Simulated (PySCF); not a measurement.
# From one method to the next for TlC (quartet)

Aim: see what other levels and later steps give for TlC (quartet).

Program: PySCF 2.14.0. Level of theory: method and basis as typed in the scripts. These are calculated values, not measurements.

3 further runs of the same task are left out: 3 that didn't finish.

## 1. Where the work starts

TlC (quartet): 2 atoms, charge 0, spin multiplicity 4.

Bond lengths: Tl1–C2 2.033 Å.

## 2. The run that the others are compared with

Contents of input.py:

```python
from pyscf import gto, scf, mcscf

mol = gto.M(
    atom='Tl 0 0 0; C 0 0 2.033',
    basis='jorge-dzp',
    charge=0,
    spin=3,
    verbose=4,
)
mf = scf.ROHF(mol)
mf.kernel()
mc = mcscf.CASSCF(mf, 4, 3)
mc.kernel()
mc.analyze()
mf.dip_moment()
print('orbital energies (hartree):', mf.mo_energy[..., max(0, mol.nelec[1]-3):mol.nelec[0]+3].round(4))
```

Command:

```bash
> OMP_NUM_THREADS=1 python input.py
```

## 3. Active space 3 electrons in 6 orbitals

Run 1 changes active space: 3 electrons in 4 orbitals → 3 electrons in 6 orbitals.

Edit input.py of step 2 so:

```diff
@@ -11,3 +11,3 @@
 mf.kernel()
-mc = mcscf.CASSCF(mf, 4, 3)
+mc = mcscf.CASSCF(mf, 6, 3)
 mc.kernel()
```

## 4. MP2 (UHF)

Run 2 changes step after the SCF: casscf → mp2; SCF type: ROHF → UHF.

Contents of input.py:

```python
from pyscf import gto, scf, mp

mol = gto.M(
    atom='Tl 0 0 0; C 0 0 2.033',
    basis='jorge-dzp',
    charge=0,
    spin=3,
    verbose=4,
)
mf = scf.UHF(mol)
mf.kernel()
mp.MP2(mf).kernel()
mf.dip_moment()
print('orbital energies (hartree):', [e[max(0, n-3):n+3].round(4) for e, n in zip(mf.mo_energy, mol.nelec)])
```

## 5. Population analysis

Run 3 changes step after the SCF: casscf → analyze.

Contents of input.py:

```python
from pyscf import gto, scf

mol = gto.M(
    atom='Tl 0 0 0; C 0 0 2.033',
    basis='jorge-dzp',
    charge=0,
    spin=3,
    verbose=4,
)
mf = scf.ROHF(mol)
mf.kernel()
mf.analyze()
print('orbital energies (hartree):', mf.mo_energy[..., max(0, mol.nelec[1]-3):mol.nelec[0]+3].round(4))
```

## 6. MP2 (UHF)

Run 4 changes step after the SCF: casscf → mp2; SCF type: ROHF → UHF; frozen orbitals: none → 35.

Contents of input.py:

```python
from pyscf import gto, scf, mp

mol = gto.M(
    atom='Tl 0 0 0; C 0 0 2.033',
    basis='jorge-dzp',
    charge=0,
    spin=3,
    verbose=4,
)
mf = scf.UHF(mol)
mf.kernel()
mp.MP2(mf, frozen=35).kernel()
mf.dip_moment()
print('orbital energies (hartree):', [e[max(0, n-3):n+3].round(4) for e, n in zip(mf.mo_energy, mol.nelec)])
```

What does the calculation give? Wanted: for each run, E(SCF); from base; gap, α spin; SCF dipole; after the SCF.

As calculated:

```csv
run,E(SCF) (hartree),from base (eV),cycles,"gap, α spin (eV)",SCF dipole (D),after the SCF
base,-18948.991871,0,17,n/a,0.54,n/a
active space 3 electrons in 6 orbitals,-18948.991871,0.0000,17,n/a,0.54,CASSCF correlation -0.360 eV
MP2 (UHF),-18948.994557,-0.0731,14,8.54,0.69,MP2 correlation -13.459 eV
population analysis,-18948.991871,0.0000,17,n/a,0.54,n/a
MP2 (UHF),-18948.994557,-0.0731,14,8.54,0.69,"MP2 correlation -3.901 eV, core frozen"
```

In words: Total energies from different bases, Hamiltonians or methods carry different errors, so properties are taken as differences within one set-up.
